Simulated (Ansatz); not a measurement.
**SnTe: band gap under strain**

Aim: follow the gap of SnTe (rocksalt) through these states: -2.0 % biaxial strain in x and y, free along z; -1.0 % biaxial strain in x and y, free along z; +1.0 % biaxial strain in x and y, free along z. The table at the end shows which levels were run.

Program: Ansatz 0.2.0. PAW datasets, plane waves. Spin-unpolarised throughout; all numbers are computed.

### Step 1. The cell

The unstrained cell was relaxed with r2SCAN; in each strained cell the atoms were relaxed again with r2SCAN. Names of k-points are those of the unstrained zone, where strain can split equivalent points. First state: -2.0 % biaxial strain in x and y, free along z.

The symmetry is I4/mmm (No. 139, tetragonal); conventional cell a = 4.420 Å, c = 6.392 Å, 31.22 Å³ an atom. Around Sn lie 6 Te at 3.13–3.20 Å; around Te lie 6 Sn at 3.13–3.20 Å.

As a file:

```cif
data_structure
_symmetry_space_group_name_H-M 'P 1'
_symmetry_Int_Tables_number 1
_cell_length_a 4.4702
_cell_length_b 4.4702
_cell_length_c 4.4202
_cell_angle_alpha 60.370
_cell_angle_beta 60.370
_cell_angle_gamma 59.261
_cell_volume 62.44
loop_
_atom_site_label
_atom_site_type_symbol
_atom_site_fract_x
_atom_site_fract_y
_atom_site_fract_z
_atom_site_occupancy
Sn1 Sn 0.00000 0.00000 0.00000 1
Te1 Te 0.50000 0.50000 0.50000 1
```

From earlier runs on the unstrained cell: PBE 0.01 eV, r2SCAN 0.15 eV, HSE06 0.25 eV, r2SCAN+SOC 0.08 eV; a = 6.379 Å.

### Step 2. -2.0 % biaxial strain in x and y, free along z: PBE

input.yaml reads:

```yaml
crystal:
  lattice:
    - [0.0, 3.1255437385, 3.1959148669]
    - [3.1255437385, 0.0, 3.1959148669]
    - [3.1255437385, 3.1255437385, 0.0]
  atoms:
    - { symbol: Sn, position: [0.0, 0.0, 0.0] }
    - { symbol: Te, position: [0.5, 0.5, 0.5] }
kpoints:
  mp_grid: { grid: [8, 8, 8] }
  band_path:
    path:
      - [0.0, 0.0, 0.0]
      - [0.5, 0.0, 0.5]
      - [0.625, 0.25, 0.625]
      - [0.375, 0.375, 0.75]
      - [0.5, 0.5, 0.5]
      - [0.5, 0.25, 0.75]
      - [-0.015951, -0.01237, 0.482829]
      - [-0.012207, 0.005371, 0.494303]
    npoints: 1
hamiltonian:
  xc: pbe
scf:
  occupations: { method: fermi_dirac, width: 0.02 }
  n_extra_bands: 4
output:
  forces: true
  stress: true
  eigenvalues: true
  write_density: true
  write_potential: true
  elf: true
  volumetric_format: npy
```

Command:

```sh
$ ansatz run input.yaml --threads 2 --pin off --max-ram 20275MiB --backend cpu --events-out ev --progress --plain --runs-dir out
```

Further steps of the session: -2.0 % biaxial strain in x and y, free along z: r2SCAN; -2.0 % biaxial strain in x and y, free along z: HSE06; -2.0 % biaxial strain in x and y, free along z: r2SCAN+SOC; -1.0 % biaxial strain in x and y, free along z: PBE; -1.0 % biaxial strain in x and y, free along z: r2SCAN; -1.0 % biaxial strain in x and y, free along z: HSE06; -1.0 % biaxial strain in x and y, free along z: r2SCAN+SOC; +1.0 % biaxial strain in x and y, free along z: PBE; +1.0 % biaxial strain in x and y, free along z: r2SCAN; +1.0 % biaxial strain in x and y, free along z: HSE06; +1.0 % biaxial strain in x and y, free along z: r2SCAN+SOC.

What does the calculation give?

As calculated:

Least gap in eV (negative: overlap), with the change from the unstrained cell in brackets:

```
                                         state  volume change (%)            PBE        r2SCAN         HSE06
-2.0 % biaxial strain in x and y, free along z               -3.8  -0.01 (-0.02)  0.01 (-0.14)  0.08 (-0.17)
-1.0 % biaxial strain in x and y, free along z               -1.9   0.00 (-0.01)  0.07 (-0.08)  0.18 (-0.07)
+1.0 % biaxial strain in x and y, free along z               +1.9   0.06 (+0.05)  0.19 (+0.04)  0.31 (+0.06)
```

In words: With HSE06, of the states in the table -2.0 % biaxial strain in x and y, free along z shifts the gap most, by -0.178 eV. PBE and HSE06 differ by 0.24 eV on the unstrained gap, and by at most 0.16 eV on its change. Under -1.0 % biaxial strain in x and y, free along z PBE gives no gap, or under 0.02 eV, while HSE06 has one. Spin-orbit coupling is left out of the table, though the cell holds Te (Z = 52); in an element this heavy it can shift bands and gaps by tenths of an eV.
